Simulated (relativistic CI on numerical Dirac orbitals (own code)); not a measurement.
**Si⁺: one ion under different settings**

How much do the settings matter for Si⁺? One ion, several inputs.

The numbers are computed with relativistic CI on numerical Dirac orbitals (own code) version 3 (Dirac-Coulomb-Breit CI, KLI orbitals optimised for each configuration, model QED (radiative potential, 1s self-energy scaled to tabulated hydrogen-like ionisation energies), numerical settings as typed), except any that are marked as measured or tabulated.

## Step 1: The atom as given

```
ion            : Si⁺ (Si II)
nuclear charge : 14
electrons      : 13
isotope        : A = 28
```

## Step 2: The usual input

Input settings:

```ini
atom Si  Z=14  charge=1  electrons=13
nucleus A=28  rms_radius_fm=3.1224
hamiltonian dirac-coulomb  breit=on  qed=on  c_scale=1
orbitals kli  potential=per-configuration
slater_scale 1
correlation none
mixing on
grid step=0.0125 r_max=51.4
scf mixing=0.4 start=green max_iterations=150 tolerance=2e-08 node_fill=0.05
configurations
  [Ne] 3s2 3p
  [Ne] 3s 3p2
  [Ne] 3s2 3d
end
```

Command:

```sh
$ python run_levels.py task.json out
```

task.json lists these runs, among others, and the program works through them in turn.

## Step 3: Potential mixing 0.7

Changes to the settings of step 2:

```diff
@@ -8,3 +8,3 @@
 grid step=0.0125 r_max=51.4
-scf mixing=0.4 start=green max_iterations=150 tolerance=2e-08 node_fill=0.05
+scf mixing=0.7 start=green max_iterations=150 tolerance=2e-08 node_fill=0.05
 configurations
```

## Step 4: Breit term off

Input settings:

```ini
atom Si  Z=14  charge=1  electrons=13
nucleus A=28  rms_radius_fm=3.1224
hamiltonian dirac-coulomb  breit=off  qed=on  c_scale=1
orbitals kli  potential=per-configuration
slater_scale 1
correlation none
mixing on
grid step=0.0125 r_max=51.4
scf mixing=0.4 start=green max_iterations=150 tolerance=2e-08 node_fill=0.05
configurations
  [Ne] 3s2 3p
  [Ne] 3s 3p2
  [Ne] 3s2 3d
end
```

## Step 5: Node fill 0, Breit term off

Changes to the settings of step 4:

```diff
@@ -8,3 +8,3 @@
 grid step=0.0125 r_max=51.4
-scf mixing=0.4 start=green max_iterations=150 tolerance=2e-08 node_fill=0.05
+scf mixing=0.4 start=green max_iterations=150 tolerance=2e-08 node_fill=0
 configurations
```

## Step 6: End of the grid 77.1

Input settings:

```ini
atom Si  Z=14  charge=1  electrons=13
nucleus A=28  rms_radius_fm=3.1224
hamiltonian dirac-coulomb  breit=on  qed=on  c_scale=1
orbitals kli  potential=per-configuration
slater_scale 1
correlation none
mixing on
grid step=0.0125 r_max=77.1
scf mixing=0.4 start=green max_iterations=150 tolerance=2e-08 node_fill=0.05
configurations
  [Ne] 3s2 3p
  [Ne] 3s 3p2
  [Ne] 3s2 3d
end
```

## Step 7: Potential mixing 1.8

Changes to the settings of step 6:

```diff
@@ -7,4 +7,4 @@
 mixing on
-grid step=0.0125 r_max=77.1
-scf mixing=0.4 start=green max_iterations=150 tolerance=2e-08 node_fill=0.05
+grid step=0.0125 r_max=51.4
+scf mixing=1.8 start=green max_iterations=53 tolerance=2e-08 node_fill=0.05
 configurations
```

## Step 8: Grid step 0.15

Changes to the settings of step 7:

```diff
@@ -7,4 +7,4 @@
 mixing on
-grid step=0.0125 r_max=51.4
-scf mixing=1.8 start=green max_iterations=53 tolerance=2e-08 node_fill=0.05
+grid step=0.15 r_max=51.4
+scf mixing=0.4 start=green max_iterations=64 tolerance=2e-08 node_fill=0.05
 configurations
```

(Steps that only read results are left out.)

What does the calculation give? Wanted: lowest level, usual settings; total energy; first excitation.

As calculated:

| setting | total energy less usual (Ha) | largest shift of a level among the lowest eight of both runs, same label and place (cm⁻¹) | SCF iterations | time | lowest level | kind of change |
| --- | --- | --- | --- | --- | --- | --- |
| usual | 0 | 0 | 31 | 0.23 s | 3p 2P°1/2 | - |
| potential mixing 0.7 | 0 | 0 | 27 | 0.17 s | 3p 2P°1/2 | numerical |
| Breit term off | -0.0548 | 25.0 | 31 | 0.18 s | 3p 2P°1/2 | model term |
| node fill 0, Breit term off | -0.0545 | 82.7 | 31 | 0.21 s | 3p 2P°1/2 | model term |
| end of the grid 77.1 | 0 | 0 | 31 | 0.17 s | 3p 2P°1/2 | numerical |
| potential mixing 1.8 | 0 | 0 | 33 | 0.22 s | 3p 2P°1/2 | extreme, harmless here |
| grid step 0.15 | 0.00106 | 1.08 | 31 | 0.042 s | 3p 2P°1/2 | unsound |

```
                    quantity         value
lowest level, usual settings     3p 2P°1/2
                total energy  -289.1059 Ha
            first excitation    288.6 cm⁻¹
```

Among the runs whose levels can be followed, they move most under «node fill 0, Breit term off» (model term), by up to 82.7 cm⁻¹. No visible change in the result comes from «potential mixing 0.7» or «end of the grid 77.1» or «potential mixing 1.8». Only the listed configurations are in the model. In a near-neutral ion this small CI can misplace whole configurations by 10,000 cm⁻¹ or more.
